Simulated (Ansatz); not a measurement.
# WSe2: the cost of one run

Method: DFT PBEsol+U (U_eff = 8 eV on W d), plane waves, PAW, no spin–orbit coupling unless a run says so, in Ansatz 0.2.0.

5 further runs of the same task are left out: 5 that didn't finish.

## (1) The system as given

The structure is hexagonal, space group P6_3/mmc (No. 194). The conventional cell has a = 3.290 Å, b = 3.290 Å, c = 12.970 Å, α = 90.00°, β = 90.00°, γ = 120.00°. W (site symmetry -6m2) has 6 Se at 2.53 Å as nearest neighbours. Se (site symmetry 3m) is surrounded by 3 W at 2.53 Å.

As a file:

```
CELL_PARAMETERS angstrom
3.29000 0.00000 0.00000
-1.64500 2.84922 0.00000
0.00000 0.00000 12.97000
ATOMIC_POSITIONS crystal
W 0.33333 0.66667 0.25000
W 0.66667 0.33333 0.75000
Se 0.33333 0.66667 0.62100
Se 0.66667 0.33333 0.12100
Se 0.33333 0.66667 0.87900
Se 0.66667 0.33333 0.37900
```

## (2) Ferromagnetic start, free, symmetry kept, no search

File input.yaml:

```yaml
crystal:
  lattice:
    - [3.28999882, 0.0, 0.0]
    - [-1.64499941, 2.84922255, 0.0]
    - [0.0, 0.0, 12.97000144]
  atoms:
    - { symbol: W, position: [0.3333333333, 0.6666666667, 0.25], spin: 2.0 }
    - { symbol: W, position: [0.6666666667, 0.3333333333, 0.75], spin: 2.0 }
    - { symbol: Se, position: [0.3333333333, 0.6666666667, 0.621] }
    - { symbol: Se, position: [0.6666666667, 0.3333333333, 0.121] }
    - { symbol: Se, position: [0.3333333333, 0.6666666667, 0.879] }
    - { symbol: Se, position: [0.6666666667, 0.3333333333, 0.379] }
basis:
  ecutwfc: 420
  ecutrho_ratio: 4
kpoints:
  mp_grid: { grid: [7, 7, 2] }
hamiltonian:
  xc: pbesol
  hubbard:
    sites: [{ site: 0, l: d, u_eff: 8.0 }, { site: 1, l: d, u_eff: 8.0 }]
scf:
  occupations: { method: gaussian, width: 0.05 }
  lower_state_search: "off"
  max_iter: 150
output:
  forces: true
  stress: true
  eigenvalues: true
  populations: true
  hubbard: { sites: [{ site: 0, l: d }, { site: 1, l: d }] }
magnetization:
  spin_polarized: true
```

Run with:

```sh
$ ansatz run input.yaml --threads 4 --pin off --max-ram 6144MiB --backend cpu --events-out ev --progress --plain --runs-dir out
```

**Question.** How long does this run take on 4 threads of Arm Neoverse V2, shared host, and how much memory does it need?

About 6.2 s, with a peak of 0.66 GiB.
